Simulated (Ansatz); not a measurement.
# Be (Beryllium): the cost of one run

Method: DFT PBEsol, frozen-core PAW, scalar-relativistic unless said, in Ansatz 0.2.0.

3 further runs of the same task are left out: 3 that didn't finish.

## (1) Starting point

The structure is hexagonal, space group P6_3/mmc (No. 194). Conventional cell: a = 2.285 Å, b = 2.285 Å, c = 3.584 Å, α = 90.00°, β = 90.00°, γ = 120.00°. Be (site symmetry -6m2) has 12 Be at 2.23 to 2.29 Å as nearest neighbours.

As a file:

```cif
data_structure
_symmetry_space_group_name_H-M 'P 1'
_symmetry_Int_Tables_number 1
_cell_length_a 2.2853
_cell_length_b 2.2853
_cell_length_c 3.5842
_cell_angle_alpha 90.000
_cell_angle_beta 90.000
_cell_angle_gamma 120.000
_cell_volume 16.21
loop_
_atom_site_label
_atom_site_type_symbol
_atom_site_fract_x
_atom_site_fract_y
_atom_site_fract_z
_atom_site_occupancy
Be1 Be 0.33333 0.66667 0.25000 1
Be2 Be 0.66667 0.33333 0.75000 1
```

Cartesian axes are those of the input's lattice vectors. The structure goes back to a database entry.

## (2) Cell and atoms relaxed, PAW

The input, input.yaml:

```yaml
crystal:
  lattice:
    - [2.28530000001, 0.0, 0.0]
    - [-1.14265000001, 1.97912785528, 0.0]
    - [0.0, 0.0, 3.5842]
  atoms:
    - { symbol: Be, position: [0.333333333333, 0.666666666667, 0.25] }
    - { symbol: Be, position: [0.666666666667, 0.333333333333, 0.75] }
kpoints:
  mp_grid: { grid: [22, 22, 12] }
scf:
  occupations: { method: fermi_dirac, width: 0.05 }
hamiltonian:
  xc: pbesol
  pseudopotentials: { kind: paw }
relax:
  f_tol: 0.002
  max_steps: 80
  cell: {}
output:
  forces: true
  stress: true
```

Launch:

```bash
> ansatz run input.yaml --threads 1 --pin off --max-ram 2560MiB --backend cpu --events-out ev --progress --plain --runs-dir out
```

What time and memory should one allow on 1 thread of Arm Neoverse V1, shared host?

About 11 s, with a peak of 0.32 GiB.
